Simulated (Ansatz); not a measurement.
# H₉NOSi₃: a ladder of functionals and wavefunction methods

The task here is to estimate one member of a computed series from the others.

Method: functionals in def2-TZVPP, the program's frozen cores in correlated methods; program: Ansatz 0.2.0, Gaussian basis.

Plan: PBE-D4, r2SCAN-D4, PBE0-D4, B3LYP-D4, ωB97X-V, ωB97M-V, B2PLYP; CCSD(T)/def2-TZVPP; MP2/def2-QZVPP; extrapolation to the limit.

## The relaxed structure

The geometry comes from an earlier relaxation with PBE0-D4 in a triple-zeta def2 set; it is a stationary point, not always the lowest conformer.

SMILES `N[SiH](O)[SiH2][SiH3]`, 14 atoms, charge 0, spin multiplicity 1.

Atoms are counted from 1 here; the program's logs count them from 0.

Bond lengths: N1–Si2 1.711 Å, N1–H6 1.006 Å, N1–H7 1.005 Å, Si2–O3 1.652 Å, Si2–Si4 2.341 Å, Si2–H8 1.491 Å, O3–H9 0.960 Å, Si4–Si5 2.337 Å, Si4–H10 1.493 Å, Si4–H11 1.492 Å, Si5–H12 1.489 Å, Si5–H13 1.486 Å, Si5–H14 1.488 Å. Angles: Si2–N1–H6 123.4°, Si2–N1–H7 121.3°, H6–N1–H7 112.4°, N1–Si2–O3 112.7°, N1–Si2–Si4 114.9°, N1–Si2–H8 103.8°, O3–Si2–Si4 102.3°, O3–Si2–H8 111.4°, Si4–Si2–H8 112.0°, Si2–O3–H9 116.5°, Si2–Si4–Si5 111.2°, Si2–Si4–H10 109.7°, Si2–Si4–H11 109.4°, Si5–Si4–H10 109.3°, Si5–Si4–H11 109.8°, H10–Si4–H11 107.4°, Si4–Si5–H12 111.4°, Si4–Si5–H13 110.1° and more.

The first run:

Input file in.yaml:

```yaml
crystal:
  periodic: [false, false, false]
  atoms:
    - {symbol: N, position_ang: [-1.776389, 1.899561, 0.812959]}
    - {symbol: Si, position_ang: [-0.890751, 0.435085, 0.803723]}
    - {symbol: O, position_ang: [0.358586, 0.438675, 1.884621]}
    - {symbol: Si, position_ang: [0.195294, -0.047909, -1.212913]}
    - {symbol: Si, position_ang: [1.740779, -1.780849, -0.945931]}
    - {symbol: H, position_ang: [-1.434779, 2.755372, 0.409720]}
    - {symbol: H, position_ang: [-2.773671, 1.906719, 0.940257]}
    - {symbol: H, position_ang: [-1.908806, -0.598060, 1.150820]}
    - {symbol: H, position_ang: [0.152458, 0.726073, 2.776777]}
    - {symbol: H, position_ang: [0.900530, 1.171178, -1.707987]}
    - {symbol: H, position_ang: [-0.815926, -0.427246, -2.241979]}
    - {symbol: H, position_ang: [2.342207, -2.179482, -2.248510]}
    - {symbol: H, position_ang: [2.831501, -1.355866, -0.029996]}
    - {symbol: H, position_ang: [1.065766, -2.972355, -0.362662]}
basis:
  gaussian: {orbitals: def2-TZVPP}
hamiltonian: {xc: pbe, dispersion: d4}
output: {forces: true, orbitals: {seedname: orbitals}}
```

The run is started by

```
$ ansatz run in.yaml --threads 2 --pin off --events-out ev --progress --plain --max-ram 32768MiB --backend cuda --devices 0, --max-vram 18GiB
```

Steps of the session up to this table: PBE-D4 (GGA); r2SCAN-D4 (meta-GGA); PBE0-D4 (hybrid); B3LYP-D4 (hybrid); ωB97X-V (range-separated); ωB97M-V (range-separated); B2PLYP (double hybrid); CCSD(T) in def2-TZVPP; MP2 in def2-QZVPP.

One of the session's tables, all rows but one given; the rest of the session is left out.

It belongs to the step «Atomisation energies». 

```
            method  atomisation energy (eV)
            PBE-D4                   46.927
         r2SCAN-D4                   46.862
           PBE0-D4                        ?
          B3LYP-D4                   46.970
           ωB97X-V                   47.367
           ωB97M-V                   47.037
            B2PLYP                   46.281
     HF/def2-TZVPP                   34.104
    MP2/def2-TZVPP                   45.745
   CCSD/def2-TZVPP                   45.142
CCSD(T)/def2-TZVPP                   45.685
           MP2/CBS                   47.180
       CCSD(T)/CBS                   47.120
```

Q: Estimate the row for PBE0-D4 from the others.

The run gave: atomisation energy (eV): 46.428. In the column «atomisation energy (eV)» it lies between B2PLYP (46.281) and r2SCAN-D4 (46.862).

Limits of these values: Free atoms (1 N, 3 Si, 1 O, 9 H) were run apart at each level; the atomisation energy is their sum less the molecule, without zero-point or spin-orbit terms.
